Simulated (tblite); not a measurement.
# C15H13BN2: excited states

Computed with tblite 0.8.0 and PySCF 2.14.0 and routines of our own; the level stands in each step. Atoms count from 0.

## 1. The system as given

31 atoms, charge 0, multiplicity 1; geometry from: force field or distance geometry start.

## 2. Geometry optimisation with GFN2-xTB

The job: settings as JSON, then the geometry in Å.

```
{"job": {"kind": "relax", "xc": "GFN2-xTB", "basis": "xTB"}, "charge": 0, "multiplicity": 1}
C      0.066200    -2.922300    -0.952700
B     -0.080700    -1.379300    -0.533900
C     -1.463500    -0.720300    -0.243800
C     -2.655100    -1.469800    -0.216600
C     -3.875200    -0.868500     0.094200
C     -3.929800     0.499500     0.353100
C     -2.756900     1.268900     0.317100
C     -1.511200     0.677500     0.009200
N     -0.301200     1.468300    -0.060800
C     -0.395700     2.902900    -0.376900
C      0.989000     0.851000     0.141300
C      2.088500     1.610700     0.589300
C      3.341400     1.025500     0.766200
C      3.528200    -0.337100     0.491500
C      4.814500    -0.932900     0.677300
N      5.854900    -1.427000     0.833200
C      2.440800    -1.109200     0.075400
C      1.172300    -0.532100    -0.101500
H     -0.785400    -3.206900    -1.605600
H      0.063600    -3.557300    -0.039000
H      0.991600    -3.073600    -1.517500
H     -2.642200    -2.542100    -0.381500
H     -4.774200    -1.449800     0.133000
H     -4.877100     0.960500     0.597000
H     -2.825800     2.324100     0.558600
H      0.497500     3.235600    -0.936800
H     -1.260400     3.113900    -1.039000
H     -0.485600     3.493700     0.559100
H      1.985300     2.665600     0.818300
H      4.180200     1.630800     1.104200
H      2.593900    -2.170600    -0.097700
```

The run is started by

```sh
> OMP_NUM_THREADS=2 python excited_run.py task.json out
```

This one command runs all jobs of the session in turn.

Q: Estimate the wall time and peak memory of this first job on 2 threads of AMD EPYC, shared host.

About 3.9 s, with a peak of 0.18 GiB.
